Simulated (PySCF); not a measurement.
# ZnCl: from the state search to spectroscopic constants

What are the lowest state that PBE0 finds, the bond length, vibrational wavenumber and bond energy of ZnCl, and how much do these hang on the method?

Method: Zn def2-TZVPP, Cl def2-TZVPP, no relativity; program: PySCF 2.14.0.

## Step 1: Input

Settings of the job:

```json
{
 "atoms": "Zn, Cl",
 "charge": "0",
 "basis": "Zn def2-TZVPP, Cl def2-TZVPP",
 "Hamiltonian": "no relativity",
 "basis functions": "106",
 "electrons treated": "47",
 "masses in u": "63.9291, 34.9689",
 "levels": "PBE0, PBE, r²SCAN, r²SCANh, B3LYP, B97-3, M06, ωB97M-V, HF, MP2, SCS-MP2",
 "grid": "80 radial by 434 angular points",
 "occupations": "held fixed by the projection of orbital angular momentum",
 "dissociation limit": "Zn + Cl, each in its ground configuration",
 "starting distance in angstrom": "2.160",
 "values of 2S to try": "1, 3"
}
```

Launch:

```console
$ OMP_NUM_THREADS=2 python dia.py task.json out
```

The runs that follow: The PBE0 curve of the state that the search chose; Excited determinants; PBE (GGA); r²SCAN (meta-GGA); r²SCANh (hybrid meta-GGA); B3LYP; B97-3 (global hybrid GGA); M06; ωB97M-V (range-separated hybrid); UHF.

Before running it: what results should come out? Wanted: for each run, Re; ωe; De; μ.

**Answer**, as computed:

Lowest PBE0 solution found, without spin–orbit coupling: ²Σ⁺ (doublet), unpaired electrons σ ↑. State 2 has its PBE0 minimum 5.87 eV higher. The other levels ran on the lowest alone.

| level | Re (Å) | ωe (cm⁻¹) | De (eV) | μ (D) |
| --- | --- | --- | --- | --- |
| UHF | 2.187 | 382 | 1.99 | -3.26 |
| UHF-MP2 | 2.138 | 393 | 2.39 | n/a |
| UHF-SCS-MP2 | 2.153 | 387 | 2.20 | n/a |
| PBE | 2.173 | 355 | 2.27 | -2.46 |
| r²SCAN | 2.146 | 380 | 2.50 | -2.57 |
| r²SCANh | 2.146 | 383 | 2.49 | -2.66 |
| B3LYP | 2.184 | 354 | 2.02 | -2.77 |
| PBE0 | 2.158 | 375 | 2.34 | -2.72 |
| B97-3 | 2.187 | 355 | 2.16 | -2.83 |
| M06 | 2.166 | 366 | 1.89 | -2.80 |
| ωB97M-V | 2.156 | 381 | 2.28 | -2.70 |

De is counted to Zn + Cl in their ground configurations. A positive dipole means Zn(−)Cl(+).

**Reading.** Bond lengths run from 2.138 Å (UHF-MP2) to 2.187 Å (UHF). Among the levels with a De in the table, it runs from 1.89 eV (M06) to 2.50 eV (r²SCAN).

Correlated steps freeze 10 core orbitals.
